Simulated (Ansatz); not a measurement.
A first try at a single point from an input written key by key of CH5BCl2S, SMILES C[B-]([SH2+])(Cl)Cl, using Ansatz 0.2.0, Python API.

`run_deck.py`
```python
"""CH5BCl2S through the session interface."""

import ansatz as az
import numpy as np

DECK = """
crystal:
  periodic: [false, false, false]
  atoms:
    - { symbol: C, position_ang: [-1.1945, -0.4475, 0.2789] }
    - { symbol: B, position_ang: [0.0202, 0.178, -0.5221] }
    - { symbol: S, position_ang: [1.5521, -0.2447, 0.3761] }
    - { symbol: Cl, position_ang: [0.1668, -0.5402, -2.2277] }
    - { symbol: Cl, position_ang: [-0.1163, 2.0182, -0.6747] }
    - { symbol: H, position_ang: [-1.1614, -1.4907, 0.3506] }
    - { symbol: H, position_ang: [-1.2645, 0.0391, 1.2894] }
    - { symbol: H, position_ang: [-2.137, -0.1334, -0.2862] }
    - { symbol: H, position_ang: [1.5513, 0.3181, 1.6879] }
    - { symbol: H, position_ang: [2.6664, 0.2521, -0.2692] }
basis:
  gaussian: { orbitals: def2-SVP }
hamiltonian:
  xc: hf
output:
  forces: "yes please"
"""


def main() -> None:
    session = az.Session.from_yaml(DECK)
    data = session.plan(threads=1).execute().report

    print("reference energy %16.6f eV" % data["reference_energy_ev"])
    print("total energy     %16.6f eV" % data["free_energy_ev"])
    print("occupied orbitals outside the frozen core (up, down):", data["n_occupied"], " frozen:", data["n_frozen"], " virtual:", data["n_virtual"])
    symbols = ["C", "B", "S", "Cl", "Cl", "H", "H", "H", "H", "H"]

    forces = np.array(data["forces_ev_ang"])
    print("largest force", round(float(np.linalg.norm(forces, axis=1).max()), 4), "eV/A, rms", round(float(np.sqrt((forces ** 2).mean())), 4))
    charges = data["charge_distribution"]
    dipole = np.array(charges["dipole_moment_e_ang"]) * 4.803205
    print("dipole (D): {:.3f} {:.3f} {:.3f}, length {:.3f}".format(*dipole, np.linalg.norm(dipole)))
    print("atom  Mulliken   Lowdin")
    for symbol, m, l in zip(symbols, charges["mulliken_charges_e"], charges["lowdin_charges_e"]):
        print(f"{symbol:4s} {m:9.3f} {l:8.3f}")


if __name__ == "__main__":
    main()
```

```console
$ python run_deck.py
Traceback (most recent call last):
  File "run_deck.py", line 49, in <module>
    main()
    ~~~~^^
  File "run_deck.py", line 30, in main
    session = az.Session.from_yaml(DECK)
ansatz.RefusalError: YAML parse error: error: line 20 column 11: invalid boolean (strict mode expects true/false)
  --> <input>:20:11
   |
18 |   xc: hf
19 | output:
20 |   forces: "yes please"
   |           ^ invalid boolean (strict mode expects true/false)
$ echo $?
1
```

Why does it end like this?

The fault: word for flag. The change:

`run_deck.py`:
```python
"""CH5BCl2S through the session interface."""

import ansatz as az
import numpy as np

DECK = """
crystal:
  periodic: [false, false, false]
  atoms:
    - { symbol: C, position_ang: [-1.1945, -0.4475, 0.2789] }
    - { symbol: B, position_ang: [0.0202, 0.178, -0.5221] }
    - { symbol: S, position_ang: [1.5521, -0.2447, 0.3761] }
    - { symbol: Cl, position_ang: [0.1668, -0.5402, -2.2277] }
    - { symbol: Cl, position_ang: [-0.1163, 2.0182, -0.6747] }
    - { symbol: H, position_ang: [-1.1614, -1.4907, 0.3506] }
    - { symbol: H, position_ang: [-1.2645, 0.0391, 1.2894] }
    - { symbol: H, position_ang: [-2.137, -0.1334, -0.2862] }
    - { symbol: H, position_ang: [1.5513, 0.3181, 1.6879] }
    - { symbol: H, position_ang: [2.6664, 0.2521, -0.2692] }
basis:
  gaussian: { orbitals: def2-SVP }
hamiltonian:
  xc: hf
output:
  forces: true
"""


def main() -> None:
    session = az.Session.from_yaml(DECK)
    data = session.plan(threads=1).execute().report

    print("reference energy %16.6f eV" % data["reference_energy_ev"])
    print("total energy     %16.6f eV" % data["free_energy_ev"])
    print("occupied orbitals outside the frozen core (up, down):", data["n_occupied"], " frozen:", data["n_frozen"], " virtual:", data["n_virtual"])
    symbols = ["C", "B", "S", "Cl", "Cl", "H", "H", "H", "H", "H"]

    forces = np.array(data["forces_ev_ang"])
    print("largest force", round(float(np.linalg.norm(forces, axis=1).max()), 4), "eV/A, rms", round(float(np.sqrt((forces ** 2).mean())), 4))
    charges = data["charge_distribution"]
    dipole = np.array(charges["dipole_moment_e_ang"]) * 4.803205
    print("dipole (D): {:.3f} {:.3f} {:.3f}, length {:.3f}".format(*dipole, np.linalg.norm(dipole)))
    print("atom  Mulliken   Lowdin")
    for symbol, m, l in zip(symbols, charges["mulliken_charges_e"], charges["lowdin_charges_e"]):
        print(f"{symbol:4s} {m:9.3f} {l:8.3f}")


if __name__ == "__main__":
    main()
```

The mended script runs so:

Output of `python run_deck.py`:
```text
reference energy    -37594.708729 eV
total energy        -37594.708729 eV
occupied orbitals outside the frozen core (up, down): [33, 33]  frozen: 0  virtual: [74, 74]
largest force 4.4634 eV/A, rms 1.3921
dipole (D): 4.192 -1.144 4.471, length 6.234
atom  Mulliken   Lowdin
C       -0.206   -0.024
B        0.303   -1.147
S        0.104    0.732
Cl      -0.311    0.158
Cl      -0.322    0.139
H        0.032   -0.011
H        0.020    0.013
H        0.073    0.042
H        0.156    0.060
H        0.151    0.040
```

Total energies depend on the basis set; only differences at equal settings carry meaning. The geometry is a force-field or estimated start, not a minimum of this method, and the basis set is short of its limit. The Löwdin charges here are taken after orthogonalising the functions within each atom; they differ from plain Löwdin charges, and their signs can be unphysical. Wall time of the script: 3.8 s on 1 thread of Arm Neoverse N1, on a shared host, peak memory 0.26 GiB.
